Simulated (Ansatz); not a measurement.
# Li2MgCu2Si4O12: the cost of one run

Method: DFT PBE, plane waves, PAW, scalar-relativistic, no spin polarisation, in Ansatz 0.2.0.

## (1) The system as given

The cell holds 21 atoms (Cu2Li2MgO12Si4): a = 5.366 Å, b = 5.884 Å, c = 7.700 Å, α = 84.54°, β = 80.07°, γ = 82.90°.

The coordinates stand in the first input below.

## (2) Run 1

90 steps of 1 fs under a Langevin thermostat at 1200 K.

Input file input.yaml:

```yaml
accuracy: low
crystal:
  lattice:
    - [5.366298, 0.0, 0.0]
    - [0.727203, 5.83856, 0.0]
    - [1.327468, 0.573657, 7.56319]
  atoms:
    - { symbol: Li, position: [0.926789, 0.757206, 0.410326] }
    - { symbol: Li, position: [0.073211, 0.242794, 0.589674] }
    - { symbol: Mg, position: [0.0, 0.0, 0.0] }
    - { symbol: Si, position: [0.301288, 0.776655, 0.627466] }
    - { symbol: Si, position: [0.778948, 0.589799, 0.813841] }
    - { symbol: Si, position: [0.221052, 0.410201, 0.186159] }
    - { symbol: Si, position: [0.698712, 0.223345, 0.372534] }
    - { symbol: Cu, position: [0.492262, 0.836266, 0.183568] }
    - { symbol: Cu, position: [0.507738, 0.163734, 0.816432] }
    - { symbol: O, position: [0.228708, 0.9999, 0.752429] }
    - { symbol: O, position: [0.771292, 0.0001, 0.247571] }
    - { symbol: O, position: [0.732304, 0.800725, 0.947049] }
    - { symbol: O, position: [0.275134, 0.864132, 0.421265] }
    - { symbol: O, position: [0.587346, 0.640153, 0.655668] }
    - { symbol: O, position: [0.235952, 0.675961, 0.096219] }
    - { symbol: O, position: [0.075463, 0.589237, 0.688531] }
    - { symbol: O, position: [0.924537, 0.410763, 0.311469] }
    - { symbol: O, position: [0.764048, 0.324039, 0.903781] }
    - { symbol: O, position: [0.412654, 0.359847, 0.344332] }
    - { symbol: O, position: [0.724866, 0.135868, 0.578735] }
    - { symbol: O, position: [0.267696, 0.199275, 0.052951] }
basis:
  ecutwfc: 420.0
kpoints:
  mp_grid: { grid: [2, 2, 1] }
hamiltonian:
  xc: pbe
scf:
  occupations: { method: fermi_dirac, width: 0.05 }
  lower_state_search: "off"
md:
  timestep: 1
  n_steps: 90
  ensemble: nvt_langevin
  temperature: 1200.0
  initial_velocities: maxwell_boltzmann
  seed: 179885
  friction: 0.05
```

Started as:

```bash
> ansatz run input.yaml --threads 1 --pin off --max-ram 3072MiB --backend cpu --events-out ev --progress --plain --runs-dir out
```

**Question.** How long does this run take on 1 thread of Arm Neoverse V2, shared host, and how much memory does it need?

About 7.9 min, with a peak of 0.57 GiB.
